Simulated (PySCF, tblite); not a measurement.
**BGeH5P radical: geometry, infrared bands and EPR parameters**

Wanted: the infrared bands and EPR parameters of BGeH5P radical (`B[PH][GeH2]`), by calculation.

Programs: tblite 0.8.0 and PySCF 2.14.0, with density-fitted response routines of our own. Each step states its level of theory. These are calculated values for one molecule in the gas phase, unless marked as measured. Atoms are numbered from 0 throughout.

### 1 The molecule as given

8 atoms, charge 0, multiplicity 2; geometry from: force field or distance geometry start.

Bonds of the start (Å): B0–P1 1.90, P1–Ge2 2.26, B0–H3 1.19, B0–H4 1.20, P1–H5 1.45, Ge2–H6 1.53, Ge2–H7 1.55.

### 2 Relaxing the molecule with GFN2-xTB

What the job is given:

```
{"job": {"kind": "relax", "xc": "GFN2-xTB", "basis": "xTB"}, "charge": 0, "multiplicity": 2}
B     -1.814800    -0.293800    -0.251900
P     -0.265600     0.041700     0.791400
Ge     1.623400     0.413900    -0.392700
H     -1.704600    -0.918300    -1.261600
H     -2.629200     0.584100    -0.310900
H     -0.100600    -0.858100     1.910500
H      2.615500    -0.749600    -0.412500
H      2.284900     1.789600    -0.096800
```

Launch:

```
$ OMP_NUM_THREADS=1 python probes_run.py task.json out
```

The driver reads the jobs from task.json and runs them one after another.

What it wrote:

```text
step      E/eV     max force
  0    -221.11070    2.122
  1    -221.29378    1.975
  2    -221.72786    3.068
  3    -221.87352    1.545
  4    -221.98464    0.710
  5    -222.01808    0.857
  6    -222.07780    1.073
  7    -222.14051    1.142
  8    -222.20651    0.963
  9    -222.26561    0.628
 10    -222.29342    0.474
 11    -222.31232    0.515
 12    -222.34081    0.505
 13    -222.36046    0.542
 14    -222.38676    0.590
 15    -222.40619    0.434
 16    -222.41909    0.317
 17    -222.42786    0.318
 18    -222.43576    0.280
 19    -222.44434    0.326
 20    -222.45499    0.337
 21    -222.46835    0.465
 22    -222.48220    0.463
 23    -222.49541    0.425
 24    -222.50603    0.261
 25    -222.51612    0.329
 26    -222.52778    0.389
 27    -222.53813    0.297
 28    -222.54451    0.187
 29    -222.54936    0.217
 30    -222.55416    0.262
 31    -222.56423    0.348
 32    -222.58197    0.494
 33    -222.60353    0.636
 34    -222.62099    0.386
 35    -222.63328    0.559
 36    -222.64873    0.275
 37    -222.65986    0.260
 38    -222.68889    0.351
 39    -222.70087    0.258
 40    -222.70810    0.264
 41    -222.71397    0.340
 42    -222.71930    0.250
 43    -222.72450    0.164
 44    -222.72848    0.180
 45    -222.73154    0.149
 46    -222.73412    0.124
 47    -222.73564    0.089
 48    -222.73661    0.064
 49    -222.73716    0.067
 50    -222.73760    0.060
 51    -222.73815    0.069
 52    -222.73887    0.068
 53    -222.73959    0.098
 54    -222.74021    0.099
 55    -222.74084    0.087
 56    -222.74165    0.089
 57    -222.74271    0.090
 58    -222.74370    0.062
 59    -222.74425    0.046
 60    -222.74447    0.040
 61    -222.74466    0.041
 62    -222.74505    0.052
 63    -222.74583    0.076
 64    -222.74723    0.109
 65    -222.74891    0.139
 66    -222.75022    0.105
 67    -222.75087    0.052
 68    -222.75099    0.023
 69    -222.75107    0.023
 70    -222.75117    0.027
 71    -222.75138    0.043
 72    -222.75165    0.050
 73    -222.75198    0.043
 74    -222.75222    0.029
 75    -222.75238    0.022
 76    -222.75245    0.018
 77    -222.75249    0.019
 78    -222.75257    0.019
 79    -222.75268    0.028
 80    -222.75289    0.036
 81    -222.75314    0.035
 82    -222.75331    0.018
 83    -222.75338    0.013
 84    -222.75341    0.006
```

Wall time 0.31 s (1 thread of Arm Neoverse V1, shared host).

Step by step: (not every step is listed)

| step | energy from step 0 (eV) | largest force (eV/Å) |
| --- | --- | --- |
| 0 | 0.0000 | 2.1218 |
| 1 | -0.1831 | 1.9753 |
| 2 | -0.6172 | 3.0681 |
| 3 | -0.7628 | 1.5455 |
| 4 | -0.8739 | 0.7099 |
| 5 | -0.9074 | 0.8570 |
| 6 | -0.9671 | 1.0732 |
| 7 | -1.0298 | 1.1416 |
| 8 | -1.0958 | 0.9626 |
| 15 | -1.2955 | 0.4339 |
| 22 | -1.3715 | 0.4628 |
| 29 | -1.4387 | 0.2169 |
| 36 | -1.5380 | 0.2750 |
| 43 | -1.6138 | 0.1636 |
| 50 | -1.6269 | 0.0595 |
| 57 | -1.6320 | 0.0901 |
| 64 | -1.6365 | 0.1093 |
| 71 | -1.6407 | 0.0433 |
| 78 | -1.6419 | 0.0191 |
| 79 | -1.6420 | 0.0279 |
| 80 | -1.6422 | 0.0358 |
| 81 | -1.6424 | 0.0350 |
| 82 | -1.6426 | 0.0185 |
| 83 | -1.6427 | 0.0129 |
| 84 | -1.6427 | 0.0064 |

Close pairs (by a distance rule), those that changed most:

```csv
bond,before (Å),after (Å),change (Å)
B0–P1,1.898,1.838,-0.059
P1–H5,1.445,1.387,-0.058
P1–Ge2,2.260,2.299,+0.039
Ge2–H6,1.529,1.568,+0.039
B0–H4,1.199,1.170,-0.029
B0–H3,1.192,1.168,-0.025
Ge2–H7,1.555,1.564,+0.009
```

The end geometry stands in the next job.

### 3 Infrared spectrum with GFN2-xTB

What the job is given:

```
{"job": {"kind": "ir", "xc": "GFN2-xTB", "basis": "xTB"}, "charge": 0, "multiplicity": 2}
B     -1.694297    -0.075563    -0.174302
P     -0.113097    -0.342001     0.724712
Ge     1.687229     0.281517    -0.562016
H     -2.493403    -0.923738    -0.247626
H     -1.916485     0.991640    -0.598836
H      0.011942    -1.723168     0.746633
H      2.862496    -0.028909     0.428266
H      1.664670     1.829634    -0.341396
```

What it wrote:

```text
mode    cm-1     km/mol
  1     100.1      0.40
  2     126.5      7.06
  3     216.8      3.04
  4     324.1      5.81
  5     432.3      9.60
  6     501.4     17.06
  7     583.0     35.79
  8     693.0     36.52
  9     751.5    166.95
 10     772.4     24.10
 11     846.3    296.59
 12     864.4     29.62
 13    1153.7     65.98
 14    1543.1    436.67
 15    1672.9    726.32
 16    2290.1    130.60
 17    2633.2     85.14
 18    2679.1     89.83
```

It took 0.13 s on 1 thread of Arm Neoverse V1, shared host.

Which atoms move in the most intense modes:

| cm⁻¹ | km/mol | atoms |
| --- | --- | --- |
| 752 | 166.9 | H3 34 %, H4 33 %, B0 27 % |
| 846 | 296.6 | H7 47 %, H6 45 % |
| 1154 | 66.0 | H4 44 %, H3 41 %, B0 15 % |
| 1543 | 436.7 | H6 61 %, H7 38 % |
| 1673 | 726.3 | H7 61 %, H6 38 % |
| 2290 | 130.6 | H5 97 % |
| 2633 | 85.1 | H4 64 %, H3 32 % |
| 2679 | 89.8 | H3 60 %, H4 29 %, B0 11 % |

### 4 EPR parameters: B3LYP/def2-TZVP-core+pcH-1

Settings changed since step 3:

```diff
@@ -1,2 +1,2 @@
-{"job": {"kind": "ir", "xc": "GFN2-xTB", "basis": "xTB"}, "charge": 0, "multiplicity": 2}
+{"job": {"kind": "epr", "basis": "pcH-1"}, "charge": 0, "multiplicity": 2}
 B     -1.694297    -0.075563    -0.174302
```

Method: UKS B3LYP, def2-TZVP-core on Ge, pcH-1 on B H P, non-relativistic, mean-field spin-orbit, GIAO.

What it wrote:

```text
UKS, coarse grid
  cycle   1  E = -2446.15643949  |g| = 1.32e+00
  cycle   2  E = -2446.08243784  |g| = 8.88e-01
  cycle   3  E = -2446.18265954  |g| = 4.21e-01
  cycle   4  E = -2446.23207186  |g| = 6.00e-02
  cycle   5  E = -2446.23453306  |g| = 2.09e-02
  cycle   6  E = -2446.23485326  |g| = 4.08e-03
  cycle   7  E = -2446.23487077  |g| = 2.18e-03
  cycle   8  E = -2446.23487215  |g| = 7.87e-04
UKS, final grid
  cycle   1  E = -2446.23488851  |g| = 8.33e-04
  cycle   2  E = -2446.23488794  |g| = 1.28e-03
  cycle   3  E = -2446.23488910  |g| = 1.31e-04
  cycle   4  E = -2446.23488911  |g| = 4.37e-05
  cycle   5  E = -2446.23488911  |g| = 1.79e-05
E = -2446.23488911 Eh   <S^2> = 0.7537 (exact 0.7500)
g shifts (ppm)      1          2          3
  rmc          -150       -150       -150
  gc             -6         17         16
  oz_so        -325      15148      25974
  total        -479      15016      25841
hyperfine (MHz)  atom isotope    a_iso     a_fc   dipolar eigenvalues
    0   11B       9.62       9.83     -4.54     -4.16      8.71
    1   31P     -14.78     -17.66    -81.72    -67.00    148.72
    2  73Ge    -255.38    -257.68    -52.24     25.83     26.40
    3    1H      -5.49      -5.45     -2.76     -0.69      3.45
    4    1H      -3.53      -3.51     -2.74     -0.12      2.86
    5    1H      -2.53      -2.67     -4.04      0.42      3.62
    6    1H     138.26     138.13     -5.06     -0.22      5.28
    7    1H     104.36     104.23     -5.02     -0.12      5.13
```

It took 59 s on 1 thread of Arm Neoverse V1, shared host; peak memory 0.84 GiB.

Principal g values 2.00184, 2.01734, 2.02816; g(iso) = 2.01578, against 2.00232 for a free electron.

Mean a(iso) over the nuclei that a row names, and the largest dipolar term of the row (other rows stand at the frozen geometry):

| nuclei | isotope | a(iso) (MHz) | a(iso) (G, at g = 2.0023) | largest dipolar term (MHz) |
| --- | --- | --- | --- | --- |
| Ge2 | 73Ge | -255.4 | -91.1 | -52.2 |
| H6, H7 | 1H | 121.3 | 43.3 | 5.3 |
| P1 | 31P | -14.8 | -5.3 | 148.7 |
| B0 | 11B | 9.6 | 3.4 | 8.7 |
| H3, H4 | 1H | -4.5 | -1.6 | 3.5 |
| H5 | 1H | -2.5 | -0.9 | -4.0 |

Mulliken spin populations:

```
atom  value (e)
  B0       0.07
  P1       0.19
 Ge2       0.63
  H3       0.00
  H4       0.00
  H5       0.00
  H6       0.07
  H7       0.05
```

In first order the couplings over 0.8 MHz of 1H, 31P, 11B give 144 distinct lines over 106.2 G, if the averaged nuclei exchange fast.

Orbitals, density, ELF and potential are computed afterwards from the orbital file.

ELF in a plane through or near 6 of the atoms.

Ten even steps from '0' (0.00) to '9' (1.00):
```
0000000000000000000000000000
0000000000000000000000000000
0000000000000000000000000000
0000000466510000144200000000
0000025999960001799961000000
0000048999981002999993000000
0000048999981003999993000000
0000015999951002899972000000
0000011332124334522555410000
0001466512227658768499961000
0005999941158326942999992000
0007999983367113756999992000
0006999992124788411499950000
0002899950006999810024300000
0000267510007999920000000000
0000000000006999920000000000
0000000000003898610000000000
0000000000000000000000000000
0000000000000000000000000000
0000000000000000000000000000
```
The map spans 10.8 Å across and 8.9 Å up, centred on the molecule. Atoms in the plane (x, y in Å): B0 (1.7, 0.3), H3 (2.6, -0.3), H4 (1.7, 1.4), H5 (0.3, -1.9), H6 (-2.8, -0.7), H7 (-2.0, 1.5).

On the surface of density 0.002 e/bohr³ the electrostatic potential runs, from the 1st to the 99th percentile, from -0.36 V near P1 to 1.06 V near Ge2.

The spin density lies nearest to Ge2 55 %; P1 17 %; H6, H7 about 9 % each; B0 6 %.

### 5 What came out

```
                                 quantity                    value
strongest single infrared mode (GFN2-xTB)    1673 cm⁻¹, 726 km/mol
             zero-point energy (GFN2-xTB)            26.0 kcal/mol
                           g(iso) (B3LYP)                  2.01578
                                     ⟨S²⟩       0.754 (exact 0.75)
       largest a(iso) (averaged by class)  73Ge on Ge2, -255.4 MHz
    surface potential, 1st and 99th percentile       -0.36 V and 1.06 V
```

In words: Relaxing lowered the energy by 1.643 eV in 84 steps; the close pair that moved most is B0–P1, from 1.898 to 1.838 Å. No mode is imaginary among the 18: a minimum at this level. The strongest single mode, at 1673 cm⁻¹, moves mainly H7 and H6. GFN2-xTB is a fitted tight-binding method: band positions and strengths are rough. Its intensities can rank the bands wrongly. Most of the unpaired spin sits on Ge2 (0.63 e). The isotropic g lies 13.5 ppt above the free-electron value. The hyperfine terms hold no scalar relativity, which the heavier nuclei need.
